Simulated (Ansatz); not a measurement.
# Si₂H₅NF₂: how energies converge with the basis set

Aim: see how fast density functionals converge with the basis set for Si₂H₅NF₂.

Program: Ansatz 0.2.0, Gaussian basis. Level of theory: one geometry, several basis sets. These are calculated values, not measurements.

Levels to be run: PBE0-D4/def2-SVP; ωB97M-V/def2-SVP; PBE0-D4/def2-QZVPP; ωB97M-V/def2-QZVPP; the functionals' def2-TZVPP values are taken from earlier runs.

## 1. Structure used throughout

An earlier PBE0-D4/def2-TZVP relaxation fixed the geometry.

10 atoms, charge 0, spin multiplicity 1.

Atoms are counted from 1 here; the program's logs count them from 0.

Bond lengths: N1–Si2 1.690 Å, N1–H6 1.006 Å, N1–H7 1.008 Å, Si2–F3 1.593 Å, Si2–F4 1.598 Å, Si2–Si5 2.334 Å, Si5–H8 1.489 Å, Si5–H9 1.485 Å, Si5–H10 1.486 Å. Angles: Si2–N1–H6 122.0°, Si2–N1–H7 121.7°, H6–N1–H7 112.3°, N1–Si2–F3 106.0°, N1–Si2–F4 113.8°, N1–Si2–Si5 112.2°, F3–Si2–F4 104.5°, F3–Si2–Si5 112.3°, F4–Si2–Si5 107.9°, Si2–Si5–H8 108.6°, Si2–Si5–H9 110.9°, Si2–Si5–H10 109.9°, H8–Si5–H9 109.0°, H8–Si5–H10 108.8°, H9–Si5–H10 109.6°.

Coordinates:

```
N    -0.9287    0.8440   -1.2668
Si   -0.1827   -0.5253   -0.6149
F     0.8341   -1.0428   -1.7267
F    -1.1780   -1.7527   -0.3798
Si    0.8800   -0.0678    1.4119
H    -1.5375    1.4299   -0.7208
H    -1.0978    0.9345   -2.2559
H    -0.0810    0.6380    2.3032
H     1.3216   -1.3225    2.0726
H     2.0533    0.8136    1.1803
```

## 2. PBE0-D4 in def2-SVP

The input, in.yaml:

```yaml
crystal:
  periodic: [false, false, false]
  atoms:
    - {symbol: N, position_ang: [-0.928750, 0.844003, -1.266831]}
    - {symbol: Si, position_ang: [-0.182697, -0.525336, -0.614889]}
    - {symbol: F, position_ang: [0.834091, -1.042829, -1.726667]}
    - {symbol: F, position_ang: [-1.177992, -1.752724, -0.379849]}
    - {symbol: Si, position_ang: [0.879972, -0.067772, 1.411877]}
    - {symbol: H, position_ang: [-1.537482, 1.429868, -0.720756]}
    - {symbol: H, position_ang: [-1.097836, 0.934533, -2.255919]}
    - {symbol: H, position_ang: [-0.080965, 0.637977, 2.303225]}
    - {symbol: H, position_ang: [1.321602, -1.322546, 2.072648]}
    - {symbol: H, position_ang: [2.053258, 0.813626, 1.180262]}
basis:
  gaussian: {orbitals: def2-SVP}
hamiltonian: {xc: pbe0, dispersion: d4}
output: {orbitals: {seedname: orbitals}}
```

Started as:

```console
$ ansatz run in.yaml --threads 4 --pin off --events-out ev --progress --plain --max-ram 10444MiB
```

After this run come: ωB97M-V in def2-SVP; PBE0-D4 in def2-QZVPP; ωB97M-V in def2-QZVPP.

Before running them: what should the planned runs give, taken together? Wanted: PBE0-D4: double and triple zeta above quadruple; ωB97M-V: double and triple zeta above quadruple.

**Answer**, as computed:

| quantity | value |
| --- | --- |
| PBE0-D4: double and triple zeta above quadruple | 15.65, 0.95 eV |
| ωB97M-V: double and triple zeta above quadruple | 15.81, 0.89 eV |

In words: PBE0-D4 gains 14.70 eV from double to triple zeta, then 0.95 eV more. Total energies overstate the basis error of differences, where much of it tends to cancel. The LUMO of ωB97M-V is positive and keeps falling with the basis (2.13 to 1.38 eV): an unbound level that the basis holds in place.
